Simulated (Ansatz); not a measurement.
A nudged elastic band was laid between two geometries of a periodic cell of 17 atoms, Li16B (host Li, host structure bcc, interstitial B).

All numbers below come from DFT PBE, scalar-relativistic, plane waves, PAW (Ansatz). Settings: cutoff 420 eV, k mesh 4x4x4, gaussian smearing 0.05 eV, no spin polarisation.

```yaml
movable_images: 5
climbing_image: yes
spring: 5.0 eV/Å²
optimiser: fire
start_path: IDPP
force_threshold: 0.05 eV/Å
iteration_limit: 28
end_points: relaxed
```

Initial state:

```xyz
17
Lattice="6.9800 0.0000 0.0000 0.0000 6.9800 0.0000 0.0000 0.0000 6.9800" Properties=species:S:1:pos:R:3
Li -0.059 0.297 0.106
Li 3.576 0.179 -0.134
Li 0.068 3.197 0.103
Li -0.053 -0.322 2.960
Li 1.929 1.678 1.877
Li 3.430 3.318 -0.138
Li 3.565 -0.188 3.757
Li 5.067 1.823 1.885
Li 0.056 3.810 2.953
Li 2.044 5.301 1.637
Li 1.560 1.673 4.969
Li 3.420 3.684 3.758
Li 4.944 5.174 1.644
Li 5.433 1.819 4.966
Li 1.423 5.289 5.761
Li 5.552 5.181 5.778
B 0.001 5.235 0.872
```

Final state:

```xyz
17
Lattice="6.9800 0.0000 0.0000 0.0000 6.9800 0.0000 0.0000 0.0000 6.9800" Properties=species:S:1:pos:R:3
Li -0.128 -0.113 -0.297
Li 3.629 0.137 -0.181
Li -0.106 4.016 0.337
Li 0.126 -0.104 3.793
Li 1.413 1.212 1.636
Li 3.629 3.222 0.188
Li 3.339 0.140 3.660
Li 5.569 1.217 1.849
Li 0.106 4.028 3.161
Li 2.046 5.343 1.615
Li 1.550 2.017 5.374
Li 3.351 3.217 3.292
Li 4.937 5.347 1.868
Li 5.426 2.016 5.097
Li 1.919 5.096 5.370
Li 5.058 5.100 5.079
B 0.003 6.108 1.752
```

**Question.** Which bonds break or form, and what moves?

**Answer.** The atom that moves furthest is B17, by 1.24 Å; four of its nearest neighbours are Li13 2.18, Li3 2.18, Li1 2.18, Li10 2.18 Å at the first end and Li4 2.18, Li10 2.19, Li13 2.19, Li1 2.19 Å at the last.

**Question.** What energy profile does the band end with?

**Answer.** It converged. The highest image is number 3 of 0 to 6, 0.148 eV above the first end and 0.151 eV above the last; the last end lies 0.003 eV below the first. By the program's own check the climbing image is of a kind that is not told: the force calls were inconclusive, a negative curvature could not be distinguished from the path's own, the only one lies far off the path, or fixed occupations may fill a level only in part (lowest curvatures found: -0.35 and -0.04 eV/Å²). Limits of this set-up: coarse k mesh, odd electron count without spin, a small cell, in which the defect meets its images, a typed lattice constant that wasn't relaxed here.

```json
{"image": "0", "path coordinate (Å)": "0.00", "energy (eV)": "0.000"}
{"image": "1", "path coordinate (Å)": "0.45", "energy (eV)": "0.040"}
{"image": "2", "path coordinate (Å)": "0.90", "energy (eV)": "0.115"}
{"image": "3", "path coordinate (Å)": "1.35", "energy (eV)": "0.148"}
{"image": "4", "path coordinate (Å)": "1.79", "energy (eV)": "0.112"}
{"image": "5", "path coordinate (Å)": "2.24", "energy (eV)": "0.036"}
{"image": "6", "path coordinate (Å)": "2.70", "energy (eV)": "-0.003"}
```

**Question.** What is the geometry of the highest image?

**Answer.** 
```xyz
17
Lattice="6.9800 0.0000 0.0000 0.0000 6.9800 0.0000 0.0000 0.0000 6.9800" Properties=species:S:1:pos:R:3:forces:R:3
Li -0.084 0.165 -0.168 0.00 0.03 -0.03
Li 3.612 0.174 -0.174 0.00 0.00 0.00
Li -0.029 3.630 0.265 0.00 -0.01 0.00
Li 0.022 -0.263 3.353 0.00 0.00 0.01
Li 1.670 1.419 1.724 -0.02 -0.05 0.00
Li 3.527 3.237 0.017 -0.01 -0.01 0.00
Li 3.458 -0.013 3.746 0.00 0.00 0.01
Li 5.308 1.483 1.830 0.02 -0.04 0.00
Li 0.073 3.890 3.090 0.00 0.01 -0.01
Li 2.094 5.332 1.617 0.02 -0.01 0.01
Li 1.541 1.865 5.145 -0.01 0.01 -0.01
Li 3.396 3.444 3.533 0.01 0.00 0.00
Li 4.913 5.263 1.757 0.01 0.00 0.00
Li 5.442 1.923 5.034 0.00 0.01 -0.01
Li 1.664 5.233 5.590 -0.02 0.01 0.04
Li 5.300 5.169 5.457 0.01 0.00 0.04
B 0.005 5.624 1.358 -0.01 0.05 -0.04
```

Time of the run: 35 min on 2 threads of Intel(R) Xeon(R) Platinum 8259CL CPU @ 2.50GHz (Skylake/Cascade Lake), on a shared host, peak memory 2.3 GiB.
